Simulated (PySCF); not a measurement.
# CaSb+: bond curves at several levels of theory

What are the lowest state that PBE0 finds, the bond length, vibrational wavenumber and bond energy of CaSb+, and how much do these hang on the method?

The runs use PySCF 2.14.0; Ca def2-SVP, Sb def2-SVP with ECP28, scalar-relativistic core potentials.

1 further run of the same task is left out (it didn't finish).

### Step 1. Input

A driver script around PySCF takes these settings:

```json
{
 "atoms": "Ca, Sb",
 "charge": "1",
 "basis": "Ca def2-SVP, Sb def2-SVP with ECP28",
 "Hamiltonian": "scalar-relativistic core potentials",
 "basis functions": "50",
 "electrons treated": "42",
 "masses in u": "39.9626, 120.9038",
 "levels": "PBE0, PBE, r²SCAN, PW91, MN15, r²SCAN0, CAM-B3LYP, HF, MP2, SCS-MP2",
 "grid": "80 radial by 434 angular points",
 "occupations": "held fixed by the projection of orbital angular momentum",
 "dissociation limit": "Ca+ + Sb, each in its ground configuration",
 "starting distance in angstrom": "3.055",
 "values of 2S to try": "0, 2, 4"
}
```

On the command line:

```bash
> OMP_NUM_THREADS=1 python dia.py task.json out
```

Further steps of the session: The PBE0 curve of the state that the search chose; Higher solutions at PBE0; PBE; r²SCAN (meta-GGA); PW91 (GGA); MN15; r²SCAN0; CAM-B3LYP; ROHF (mean field).

What does the calculation give? Wanted: for each run, Re; ωe; De; μ.

As calculated:

Lowest PBE0 solution found, without spin–orbit coupling: ³Σ⁻ (triplet), unpaired electrons π ↑↑. State 2 has its PBE0 minimum 0.29 eV higher, as a spin-mixed determinant (⟨S²⟩ = 1.01), so this is no gap between pure states. State 3 has its PBE0 minimum 0.95 eV higher. State 4 has its PBE0 minimum 1.11 eV higher. The other levels ran on the lowest alone.

```tsv
level	Re (Å)	ωe (cm⁻¹)	De (eV)	μ (D)
ROHF	3.058	201.0	0.096	-14.82
ROHF-MP2	3.070	190.6	0.70	n/a
ROHF-SCS-MP2	3.085	185.1	0.71	n/a
PBE	2.969	211.8	1.75	-11.54
PW91	2.962	214.1	1.81	-11.60
r²SCAN	2.961	219.2	1.56	-12.74
PBE0	2.966	213.1	1.50	-12.49
r²SCAN0	2.963	217.0	1.38	-13.21
MN15	2.989	200.6	1.47	-12.24
CAM-B3LYP	2.958	215.8	1.43	-12.71
```

De is counted to Ca+ + Sb in their ground configurations. A positive dipole points from Ca to Sb; in an ion it is taken about the centre of mass and does not tell which atom is negative.

In words: Bond lengths run from 2.958 Å (CAM-B3LYP) to 3.085 Å (ROHF-SCS-MP2). Of the levels with a De here, ROHF gives the least (0.096 eV) and PW91 the most (1.81 eV).

Correlated steps freeze 9 core orbitals. Spin–orbit coupling is left out, which matters for elements this heavy, above all for dissociation energies. With spin–orbit coupling the term label itself may not hold.
